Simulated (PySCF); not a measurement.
**KO at other levels of theory**

Aim: see what other levels and later steps give for KO.

Program: PySCF 2.14.0. Level of theory: method and basis as typed in the scripts. These are calculated values, not measurements.

7 further runs of the same task are left out: 7 that didn't finish.

### 1 The starting structure

KO: 2 atoms, charge 0, spin multiplicity 2.

Bond lengths: K1–O2 2.485 Å.

### 2 The run that the others are compared with

The input, input.py:

```python
from pyscf import gto, scf, cc

mol = gto.M(
    atom='K 0 0 0; O 0 0 2.485',
    basis='crenbl',
    ecp={'K': 'crenbl', 'O': 'crenbl'},
    charge=0,
    spin=1,
    symmetry=True,
    verbose=4,
)
mf = scf.UHF(mol)
mf.kernel()
mycc = cc.CCSD(mf)
mycc.kernel()
mf.dip_moment()
print('orbital energies (hartree):', [e[max(0, n-3):n+3].round(4) for e, n in zip(mf.mo_energy, mol.nelec)])
```

The run is started by

```bash
> OMP_NUM_THREADS=1 python input.py
```

### 3 Wb97 (UKS)

Run 1 changes functional: none (Hartree–Fock) → wb97; SCF type: UHF → UKS; step after the SCF: ccsd → analyze.

Edit input.py of step 2 so:

```diff
@@ -1,2 +1,2 @@
-from pyscf import gto, scf, cc
+from pyscf import gto, dft
 
@@ -11,6 +11,5 @@
 )
-mf = scf.UHF(mol)
+mf = dft.UKS(mol, xc='wb97')
 mf.kernel()
-mycc = cc.CCSD(mf)
-mycc.kernel()
+mf.mulliken_pop()
 mf.dip_moment()
```

### 4 EOM-EA

Run 2 changes step after the SCF: ccsd → eomea; number of roots: none → 6.

Edit input.py of step 2 so:

```diff
@@ -15,2 +15,4 @@
 mycc.kernel()
+e = mycc.eaccsd(nroots=6)[0]
+print('roots (eV) =', (e*27.211386).round(3))
 mf.dip_moment()
```

### 5 SCF alone

Run 3 changes step after the SCF: ccsd → none.

Edit input.py of step 2 so:

```diff
@@ -1,2 +1,2 @@
-from pyscf import gto, scf, cc
+from pyscf import gto, scf
 
@@ -13,4 +13,2 @@
 mf.kernel()
-mycc = cc.CCSD(mf)
-mycc.kernel()
 mf.dip_moment()
```

### 6 EOM-EA

Run 4 changes step after the SCF: ccsd → eomea; number of roots: none → 4.

Edit input.py of step 2 so:

```diff
@@ -15,2 +15,4 @@
 mycc.kernel()
+e = mycc.eaccsd(nroots=4)[0]
+print('roots (eV) =', (e*27.211386).round(3))
 mf.dip_moment()
```

### 7 Frequency run

Run 5 changes step after the SCF: ccsd → frequency.

Edit input.py of step 2 so:

```diff
@@ -1,2 +1,3 @@
-from pyscf import gto, scf, cc
+from pyscf import gto, scf
+from pyscf.hessian import thermo
 
@@ -13,4 +14,4 @@
 mf.kernel()
-mycc = cc.CCSD(mf)
-mycc.kernel()
+hess = mf.Hessian().kernel()
+print('wavenumber (cm^-1) =', thermo.harmonic_analysis(mol, hess)['freq_wavenumber'].round(1))
 mf.dip_moment()
```

**Question.** What will these runs give? Wanted: for each run, E(SCF); from base; gap, α spin; SCF dipole; after the SCF.

The runs gave:

| run | E(SCF) (hartree) | from base (eV) | cycles | gap, α spin (eV) | SCF dipole (D) | after the SCF |
| --- | --- | --- | --- | --- | --- | --- |
| base | -43.561663 | 0 | 11 | 8.11 | 11.40 | CCSD correlation -4.084 eV |
| wb97 (UKS) | -44.095540 | not comparable | 10 | 6.12 | 11.24 | n/a |
| EOM-EA | -43.561663 | 0.0000 | 11 | 8.11 | 11.40 | CCSD correlation -4.084 eV, first root 0.19 eV |
| SCF alone | -43.561663 | 0.0000 | 11 | 8.11 | 11.40 | n/a |
| EOM-EA | -43.561663 | 0.0000 | 11 | 8.11 | 11.40 | CCSD correlation -4.084 eV, first root 0.19 eV |
| frequency run | -43.561663 | 0.0000 | 11 | 8.11 | 11.40 | highest mode 267 cm⁻¹ |

In words: A lower total energy from another functional means nothing by itself.
